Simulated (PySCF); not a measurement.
# InNa: the cost of one run

The runs use PySCF 2.14.0; method and basis as typed in the scripts.

3 further runs of the same task are left out: 3 that didn't finish.

### Step 1. The starting structure

NaIn: 2 atoms, charge 0, spin multiplicity 1.

No contacts short enough for the rule that draws bonds.

### Step 2. Base script

The input, input.py:

```python
from pyscf import gto, dft, tdscf

mol = gto.M(
    atom='Na 0 0 0; In 0 0 3.113',
    basis='def2-svp',
    ecp={'In': 'def2-svp'},
    charge=0,
    spin=0,
    verbose=4,
)
mf = dft.RKS(mol, xc='pw91')
mf.kernel()
td = tdscf.TDA(mf)
td.nstates = 4
td.kernel()
td.analyze(verbose=3)
mf.dip_moment()
print('orbital energies (hartree):', mf.mo_energy[..., max(0, mol.nelec[1]-3):mol.nelec[0]+3].round(4))
```

On the command line:

```sh
$ OMP_NUM_THREADS=1 python input.py
```

Q: Estimate wall time and peak memory on 1 thread of Intel Xeon Platinum 8559C, shared host.

About 5.3 s, with a peak of 0.22 GiB.
